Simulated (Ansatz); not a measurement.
# Hf3F: the cost of one run

Computed with Ansatz 0.2.0 (DFT PBE, scalar-relativistic, plane waves, PAW, unless a step's input says otherwise).

## 1. The system as given

The structure is cubic, space group Fm-3m (No. 225). The conventional cell has a = 7.067 Å, b = 7.067 Å, c = 7.067 Å, α = 90.00°, β = 90.00°, γ = 90.00°. Around Hf (site symmetry -43m) lie 4 Hf at 3.06 Å and 4 F at 3.06 Å. Hf (site symmetry m-3m) is surrounded by 8 Hf at 3.06 Å. Around F (site symmetry m-3m) lie 8 Hf at 3.06 Å.

As a file:

```cif
data_structure
_symmetry_space_group_name_H-M 'P 1'
_symmetry_Int_Tables_number 1
_cell_length_a 4.9975
_cell_length_b 4.9975
_cell_length_c 4.9975
_cell_angle_alpha 60.000
_cell_angle_beta 60.000
_cell_angle_gamma 60.000
_cell_volume 88.25
loop_
_atom_site_label
_atom_site_type_symbol
_atom_site_fract_x
_atom_site_fract_y
_atom_site_fract_z
_atom_site_occupancy
Hf1 Hf 0.25000 0.25000 0.25000 1
Hf2 Hf 0.75000 0.75000 0.75000 1
Hf3 Hf 0.50000 0.50000 0.50000 1
F1 F 0.00000 0.00000 0.00000 1
```

The cell is invented: species swapped into a database cell of Li3Cd (Fm-3m, No. 225), with Hf on the Li sites and F on the Cd sites. Its size is a rough estimate.

## 2. Probe: one point on a coarse mesh

File input.yaml:

```yaml
crystal:
  lattice:
    - [0.0, 3.53374742, 3.53374742]
    - [3.53374742, 0.0, 3.53374742]
    - [3.53374742, 3.53374742, 0.0]
  atoms:
    - { symbol: Hf, position: [0.25, 0.25, 0.25] }
    - { symbol: Hf, position: [0.75, 0.75, 0.75] }
    - { symbol: Hf, position: [0.5, 0.5, 0.5] }
    - { symbol: F, position: [0.0, 0.0, 0.0] }
basis:
  ecutwfc: 420
kpoints:
  mp_grid: { grid: [4, 4, 4] }
hamiltonian:
  xc: pbe
scf:
  occupations: { method: gaussian, width: 0.1 }
  lower_state_search: "off"
output:
  forces: true
  stress: true
  eigenvalues: true
```

The run is started by

```sh
> ansatz run input.yaml --threads 1 --pin off --max-ram 2560MiB --backend cpu --events-out ev --progress --plain --runs-dir out
```

Q: Estimate wall time and peak memory on 1 thread of AMD EPYC 7B13 (Zen 3), shared host.

About 1.8 s, with a peak of 0.41 GiB.
